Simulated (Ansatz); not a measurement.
Runs of Ansatz 0.2.0 on CsLiCr2Te2S3. It takes space group Pm (No. 6, monoclinic). Conventional cell: a = 7.057 Å, b = 3.981 Å, c = 9.084 Å, α = 90.00°, β = 107.12°, γ = 90.00°. Cs (site symmetry m) has 3 S at 3.44 to 3.50 Å and 1 Te at 3.93 Å as nearest neighbours. Li (site symmetry m) has 3 S at 2.21 to 2.30 Å as nearest neighbours. Cr (site symmetry m) is surrounded by 5 S at 2.47 to 2.63 Å and 1 Te at 2.79 Å and 2 Li at 2.81 Å. Cr (site symmetry m) has 2 S at 2.34 to 2.50 Å as nearest neighbours. Te (site symmetry m) is surrounded by 3 Cr at 2.76 to 2.79 Å. Te (site symmetry m) is surrounded by 1 S at 2.48 Å and 2 Cr at 2.80 Å. Around S (site symmetry m) lie 2 Li at 2.21 Å and 1 Te at 2.48 Å and 1 Cr at 2.51 Å. S (site symmetry m) has 3 Cr at 2.34 to 2.47 Å and 1 Li at 2.63 Å as nearest neighbours. The cell was built by a generator and needn't be a form met in nature.

| task | level | cell | k mesh | target pressure (GPa) | points for each segment of the path | gap on the mesh (eV) | pressure (GPa) | moment (μB) | relaxed volume (Å³/atom) | largest force (eV/Å) |
| --- | --- | --- | --- | --- | --- | --- | --- | --- | --- | --- |
| single point | PBE | as given | 4 × 7 × 3 | - | - | 0.48 | 0.0 | 6.00 | - | 0.01 |
| relaxation of cell and atoms | PBEsol+D3(BJ) | relaxed | 3 × 5 × 3 | - | - | 0.31 | 0.0 | 5.99 | 23.63 | 0.01 |
| relaxation of cell and atoms | PBE | relaxed to 5 GPa | 3 × 5 × 3 | 5 | - | 0.32 | 5.0 | 5.99 | - | 0.01 |
| relaxation of cell and atoms | PBE | relaxed to 20 GPa | 3 × 5 × 3 | 20 | - | none | 20.0 | (b) | - | 0.01 |
| relaxation of cell and atoms | revPBE | relaxed | 3 × 5 × 3 | - | - | 0.63 | 0.0 | 6.00 | (c) | 0.01 |
| single point | PBE | atoms moved at random, drawn with an rms of 0.05 Å | 4 × 7 × 3 | - | - | 0.41 | 0.3 | 6.00 | - | 0.56 |
| band structure | PBEsol | as given | 4 × 7 × 3 | - | 10 | (a) | -2.2 | 6.00 | - | 0.33 |

Alike in all rows: potentials or basis Ansatz PAW; spin collinear, ferromagnetic start; cutoff (eV) 420; smearing fermi-dirac 0.05 eV.

Task: Estimate the missing entries.

Result: (a) 0.43; (b) 0.18; (c) 28.56.

Caveats: spin-orbit coupling is left out, which moves the levels of the heavy elements (some runs); only a ferromagnetic start was run, and an antiferromagnetic order may lie lower in energy (some runs); odd divisions of the mesh miss points on the zone boundary, where band edges often lie, so the gap on the mesh can be too wide (some runs); the plane-wave basis is chosen anew once the cell has moved, so the energies of steps on either side of that aren't comparable (some runs); the PAW data sets come from PBE, with cores solved anew for the run's functional, which leaves a small shift of forces and pressure (some runs); the volume moved by over 15 % at a fixed basis, so the end points are rough (some runs); the starting moments weren't kept (some runs).

A k mesh can miss the band edges, and the runs leave out spin-orbit coupling on Cs, Te.

A gap of «none» marks a metal or a gap under the smearing width.
